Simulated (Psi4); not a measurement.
# One shape, several levels: InSiH5 (InH2(SiH3))

Aim: a comparison of 4 runs (U-revPBE0/STO-3G, PBE/3-21G, MN12-L/def2-TZVPP, REMP2/def2-SV(P)) of InSiH5 (InH2(SiH3)). 

The results are computed with Psi4 1.11.

7 further runs of the same task are left out: 7 set aside as unsound or not needed.

## 1. The molecule

The species is InSiH5 (7 atoms), meant as a singlet with charge 0. SMILES: `[H][In]([H])[SiH3]`. Geometry: a GFN2-xTB relaxation, a rough one for these elements and not checked as a minimum.

Bond lengths: In1–Si4 2.590 Å, In1–H2 1.777 Å, In1–H3 1.777 Å, Si4–H5 1.474 Å, Si4–H6 1.474 Å, Si4–H7 1.474 Å. Angles: In1–Si4–H5 110.7°, In1–Si4–H6 110.7°, In1–Si4–H7 111.6°, H2–In1–Si4 126.9°, H3–In1–Si4 127.1°, H5–Si4–H6 108.1°, H5–Si4–H7 107.8°, H6–Si4–H7 107.8°, H2–In1–H3 106.1°.

## 2. The charge distribution at U-revPBE0/STO-3G (run 1)

Contents of job.json:

```json
{
 "schema_name": "qcschema_input",
 "schema_version": 1,
 "molecule": {
  "schema_name": "qcschema_molecule",
  "schema_version": 2,
  "symbols": ["In", "H", "H", "Si", "H", "H", "H"],
  "geometry": [1.31555174, 2.29864396, 0.0158926, 4.64632631, 2.71179478, 0.10040115, -0.00266451, 5.38570056, -0.04440856, -1.11741395, -1.94896904, -0.01891616, -3.60406677, -1.67019664, 1.20672241, 0.30768521, -3.90976776, 1.35482025, -1.54539913, -2.86722476, -2.61453058],
  "molecular_charge": 0,
  "molecular_multiplicity": 1
 },
 "driver": "energy",
 "model": {
  "method": "revpbe0",
  "basis": "STO-3G"
 },
 "keywords": {
  "reference": "uks",
  "scf_type": "pk",
  "scf_properties": ["MULLIKEN_CHARGES", "MAYER_INDICES", "LOWDIN_CHARGES", "MULTIPOLE(3)", "WIBERG_LOWDIN_INDICES"]
 }
}
```

Launch:

```bash
$ psi4 --qcschema job.json -n 1 --memory 1600MB
```

stdout:

```text
[...]
  Running in c1 symmetry.
[...]
  Nuclear repulsion =  212.537403110289318
[...]
  Multiplicity = 1
[...]
  Nalpha       = 34
  Nbeta        = 34
[...]
    Number of basis functions: 41
[...]
   @UKS iter   1: -5973.51948819063546   -2.88766e+00   1.34655e-02 DIIS/ADIIS
[...]
   @UKS iter   8: -5973.85390080200614   -4.08090e-09   1.90268e-07 DIIS
[...]
   @S^2 Observed:                2.842170943E-14
[...]
    Orbital Energies [Eh]
    ---------------------
    Alpha Occupied:
       1A   -977.196413     2A   -142.002868     3A   -134.769066
       4A   -134.767365     5A   -134.767224     6A    -65.458557
       7A    -25.860871     8A    -23.187883     9A    -23.181055
      10A    -23.180747    11A    -15.501644    12A    -15.499771
      13A    -15.499737    14A    -15.494510    15A    -15.494423
      16A     -5.107659    17A     -3.577987    18A     -3.380623
      19A     -3.380457    20A     -3.379726    21A     -2.523239
      22A     -2.505829    23A     -2.503998    24A     -0.493548
      25A     -0.312743    26A     -0.292177    27A     -0.291110
      28A     -0.281975    29A     -0.252180    30A     -0.250981
      31A     -0.249507    32A     -0.249292    33A     -0.178469
      34A     -0.164727
[...]
  @UKS Final Energy: -5973.85390080200614
   => Energetics <=
    Nuclear Repulsion Energy =            212.5374031102893184
    One-Electron Energy =               -8695.8087006988589565
    Two-Electron Energy =                2644.5631047956003385
    DFT Exchange-Correlation Energy =    -135.1457080090371790
    Empirical Dispersion Energy =           0.0000000000000000
    VV10 Nonlocal Energy =                  0.0000000000000000
    Total Energy =                      -5973.8539008020061374
[...]
 Multipole Moments:
 ------------------------------------------------------------------------------------
     Multipole            Electronic (a.u.)      Nuclear  (a.u.)        Total (a.u.)
 ------------------------------------------------------------------------------------
 L = 1.  Multiply by 2.5417464519 to convert [e a0] to [Debye]
 Dipole X            :          6.3507302           -6.4071857           -0.0564556
 Dipole Y            :         11.0967681          -11.1931178           -0.0963497
 Dipole Z            :          0.0723192           -0.0806742           -0.0083550
 Magnitude           :                                                    0.1119835
[...]
  Mulliken Charges: (a.u.)
   Center  Symbol    Alpha    Beta     Spin     Total
       1    IN    24.31717 24.31717  0.00000  0.36565
       2     H     0.58052  0.58052  0.00000 -0.16104
       3     H     0.58045  0.58045  0.00000 -0.16089
       4    SI     6.82945  6.82945  0.00000  0.34111
       5     H     0.56450  0.56450  0.00000 -0.12900
       6     H     0.56448  0.56448  0.00000 -0.12897
       7     H     0.56343  0.56343  0.00000 -0.12685
   Total alpha = 34.00000, Total beta = 34.00000, Total charge =  0.00000
  Lowdin Charges: (a.u.)
[...]
```

The result, in JSON:

```text
{
 "driver": "energy",
 "model": {
  "method": "revpbe0",
  "basis": "STO-3G"
 },
 "success": true,
 "return_result": -5973.853900802006,
 "properties": {
  "calcinfo_nbasis": 41,
  "calcinfo_nmo": 41,
  "calcinfo_nalpha": 34,
  "calcinfo_nbeta": 34,
  "calcinfo_natom": 7,
  "nuclear_repulsion_energy": 212.53740311028932,
  "return_energy": -5973.853900802006,
  "scf_one_electron_energy": -8695.808700698859,
  "scf_two_electron_energy": 2644.5631047956003,
  "scf_xc_energy": -135.14570800903718,
  "scf_dipole_moment": [-0.0564555509456266, -0.09634970693557321, -0.00835500968854519],
  "scf_total_energy": -5973.853900802006,
  "scf_iterations": 8
 }
}
```

It took 3.3 s on 1 thread of INTEL XEON PLATINUM 8581C at 2.30GHz (Emerald Rapids), shared host; peak memory 0.31 GiB.

Atomic charges (e):

| atom | Löwdin | Mulliken |
| --- | --- | --- |
| In1 | +0.319 | +0.366 |
| H2 | -0.150 | -0.161 |
| H3 | -0.150 | -0.161 |
| Si4 | +0.384 | +0.341 |
| H5 | -0.135 | -0.129 |
| H6 | -0.135 | -0.129 |
| H7 | -0.132 | -0.127 |

## 3. Energy and gradient at PBE/3-21G (run 2)

Contents of h5insi_ase.py:

```python
import numpy as np
from ase.calculators.psi4 import Psi4
from ase import Atoms

a = Atoms(['In', 'H', 'H', 'Si', 'H', 'H', 'H'], positions=[
    [0.696160, 1.216390, 0.008410],
    [2.458730, 1.435020, 0.053130],
    [-0.001410, 2.849990, -0.023500],
    [-0.591310, -1.031350, -0.010010],
    [-1.907190, -0.883830, 0.638570],
    [0.162820, -2.068960, 0.716940],
    [-0.817790, -1.517270, -1.383550],
])
calc = Psi4(atoms=a, method='pbe', basis='3-21G', memory='1600MB', num_threads=1, charge=0, multiplicity=1, label='calc')
calc.psi4.set_options({'puream': True, 'e_convergence': 1e-09, 'd_convergence': 1e-08, 'scf_type': 'pk', 'dft_radial_points': 99, 'dft_spherical_points': 590})
a.calc = calc

forces = a.get_forces()
print(f'energy: {a.get_potential_energy():.6f} eV')
print('forces / eV A^-1')
print(np.round(forces, 5))
```

Launch:

```bash
$ python h5insi_ase.py
```

calc.dat (excerpt; [...] marks lines left out):

```text
[...]
  Running in c1 symmetry.
[...]
  Nuclear repulsion =  212.537402971835462
[...]
  Multiplicity = 1
[...]
  Nalpha       = 34
  Nbeta        = 34
[...]
    Number of basis functions: 54
[...]
   @RKS iter   1: -6007.04802158402799   -2.60176e+00   1.07785e-02 ADIIS/DIIS
[...]
   @RKS iter  10: -6007.40546932900816   -4.54747e-12   3.20396e-09 DIIS
[...]
  @RKS Final Energy: -6007.40546932900816
   => Energetics <=
    Nuclear Repulsion Energy =            212.5374029718354620
    One-Electron Energy =               -8721.1446156635047373
    Two-Electron Energy =                2679.3710592313827874
    DFT Exchange-Correlation Energy =    -178.1693158687212417
    Empirical Dispersion Energy =           0.0000000000000000
    VV10 Nonlocal Energy =                  0.0000000000000000
    Total Energy =                      -6007.4054693290081559
[...]
 Multipole Moments:
 ------------------------------------------------------------------------------------
     Multipole            Electronic (a.u.)      Nuclear  (a.u.)        Total (a.u.)
 ------------------------------------------------------------------------------------
 L = 1.  Multiply by 2.5417464519 to convert [e a0] to [Debye]
 Dipole X            :          6.3243004           -6.4071857           -0.0828853
 Dipole Y            :         11.0502268          -11.1931178           -0.1428910
 Dipole Z            :          0.0657246           -0.0806742           -0.0149496
 Magnitude           :                                                    0.1658653
[...]
  -Total Gradient:
     Atom            X                  Y                   Z
    ------   -----------------  -----------------  -----------------
       1       -0.004724506155    -0.008117936323     0.000597826191
       2       -0.003615095854     0.004939645627    -0.000166440317
       3        0.006112687089    -0.000613517601     0.000135158786
       4       -0.005427228798    -0.009679818017    -0.001076214901
       5        0.012207696448    -0.000738609942    -0.005934898748
       6       -0.006478492036     0.009964607481    -0.006646608180
       7        0.001919179857     0.004235296763     0.013090942651
[...]
```

Standard output:

```text
energy: -163469.829231 eV
forces / eV A^-1
[[ 0.24294  0.41744 -0.03074]
 [ 0.1859  -0.25401  0.00856]
 [-0.31433  0.03155 -0.00695]
 [ 0.27908  0.49776  0.05534]
 [-0.62774  0.03798  0.30518]
 [ 0.33314 -0.5124   0.34178]
 [-0.09869 -0.21779 -0.67316]]
```

It took 7.8 s on 1 thread of INTEL XEON PLATINUM 8581C at 2.30GHz (Emerald Rapids), shared host; peak memory 0.65 GiB.

Run 3 isn't shown in full; the table further down has it.

## 4. The energy at REMP2/def2-SV(P) (fitted SCF, core potential) (run 4)

Contents of h5insi.xyz:

```xyz
7
H5InSi
In     0.696160     1.216390     0.008410
H      2.458730     1.435020     0.053130
H     -0.001410     2.849990    -0.023500
Si    -0.591310    -1.031350    -0.010010
H     -1.907190    -0.883830     0.638570
H      0.162820    -2.068960     0.716940
H     -0.817790    -1.517270    -1.383550
```

Contents of run.py:

```python
import psi4

psi4.set_memory(1600000000)
psi4.set_num_threads(1)
psi4.core.set_output_file('h5insi.out', False)

with open('h5insi.xyz') as f:
    atoms = ''.join(f.readlines()[2:])
m = psi4.geometry('0 1\n' + atoms + '')

psi4.set_options({
    'basis': 'def2-SV(P)',
    'num_frozen_docc': 9,
    'cc_type': 'conv',
})

e, wfn = psi4.energy('remp2', return_wfn=True)
print(f'total energy {e:.8f} hartree = {e * 27.211386:.5f} eV')
```

Launch:

```bash
$ python run.py
```

h5insi.out:

```text
[...]
    !!!  WARNING: ECP capability is in beta. Please check occupations closely.  !!!
[...]
  Running in c1 symmetry.
[...]
  Nuclear repulsion =  102.739956224107175
[...]
  Multiplicity = 1
[...]
  Nalpha       = 20
  Nbeta        = 20
[...]
    Number of basis functions: 54
[...]
   @RHF iter   1:  -480.87777684873498   -1.50536e+00   3.41280e-03 DIIS/ADIIS
[...]
   @RHF iter  10:  -480.91075394965907   -1.53477e-12   3.94091e-09 DIIS
[...]
    Orbital Energies [Eh]
    ---------------------
    Doubly Occupied:
       1A    -68.749894     2A     -6.126525     3A     -5.390294
       4A     -4.236235     5A     -4.236134     6A     -4.236020
       7A     -3.651089     8A     -3.641660     9A     -3.641626
      10A     -1.037413    11A     -1.030961    12A     -1.030735
      13A     -1.027533    14A     -1.023186    15A     -0.721087
      16A     -0.536781    17A     -0.490099    18A     -0.489500
      19A     -0.385731    20A     -0.366785
[...]
  @RHF Final Energy:  -480.91075394965907
   => Energetics <=
    Nuclear Repulsion Energy =            102.7399562241071749
    One-Electron Energy =                -943.2028442320547583
    Two-Electron Energy =                 359.5521340582885728
    Total Energy =                       -480.9107539496590675
[...]
 Multipole Moments:
 ------------------------------------------------------------------------------------
     Multipole            Electronic (a.u.)      Nuclear  (a.u.)        Total (a.u.)
 ------------------------------------------------------------------------------------
 L = 1.  Multiply by 2.5417464519 to convert [e a0] to [Debye]
 Dipole X            :         20.4446308          -20.5843317           -0.1397009
 Dipole Y            :         35.7063789          -35.9469204           -0.2405415
 Dipole Z            :          0.2742671           -0.2796005           -0.0053334
 Magnitude           :                                                    0.2782176
[...]
	SCS-MP2 Total Energy (a.u.)        :  -481.07523876320607
	SOS-MP2 Total Energy (a.u.)        :  -481.07841027061255
	SCSN-MP2 Total Energy (a.u.)       :  -480.96210265014037
[...]
	SOS-PI-MP2 Total Energy (a.u.)     :  -481.09130691068589
[...]
	MP2 Total Energy (a.u.)            :  -481.06889574839329
[...]
```

Standard output:

```text
total energy -481.10287654 hartree = -13091.47608 eV
```

Wall time 2.3 s (1 thread of INTEL XEON PLATINUM 8581C at 2.30GHz (Emerald Rapids), shared host); peak memory 0.23 GiB.

## 5. The series

| run | level | task | integration grid | energy (Eh) | dipole moment (D) | HOMO energy (eV) | LUMO energy (eV) | wall time |
| --- | --- | --- | --- | --- | --- | --- | --- | --- |
| 1 | U-revPBE0/STO-3G | properties | 75 radial × 302 angular | -5973.853901 | 0.28 | -4.48 | 1.76 | 3.3 s |
| 2 | PBE/3-21G | gradient | 99 radial × 590 angular | -6007.405469 | 0.42 | -6.54 | -2.71 | 7.8 s |
| 3 | MN12-L/def2-TZVPP (density fitting, core potential, IEF-PCM benzene) | energy | 75 radial × 302 angular | -480.834430 | 0.97 | -6.69 | -2.51 | 15 s |
| 4 | REMP2/def2-SV(P) (fitted SCF, core potential) | energy | – | -481.102877 | – | -9.98 | 0.42 | 2.3 s |

## 6. Summary of results

```
                                          quantity          value
                               run 4: total energy  -481.10288 Eh
        run 4: HOMO energy (Hartree–Fock orbitals)       -9.98 eV
        run 4: LUMO energy (Hartree–Fock orbitals)        0.42 eV
      run 4: HOMO–LUMO gap (Hartree–Fock orbitals)       10.41 eV
run 4: correlation energy (9 core orbitals frozen)     -192.1 mEh
```

In words: Over runs 1, 2, 3 the dipole moment (its size) runs from 0.28 D (U-revPBE0/STO-3G) to 0.97 D (MN12-L/def2-TZVPP). The two ends differ in method and basis and solvent and core potential. Over runs 1, 2, 3 the HOMO–LUMO gap runs from 3.83 eV (PBE/3-21G) to 6.24 eV (U-revPBE0/STO-3G). The two ends differ in method and basis. Totals of different functionals can't be ranked against each other. Some runs of one species differ in core potentials or relativity; totals across that change don't compare. In run 1 the basis is minimal, so the values are rough. In runs 1, 2 relativity is left out where basis or elements ask for it. All runs together took 29 s, the longest 15 s.
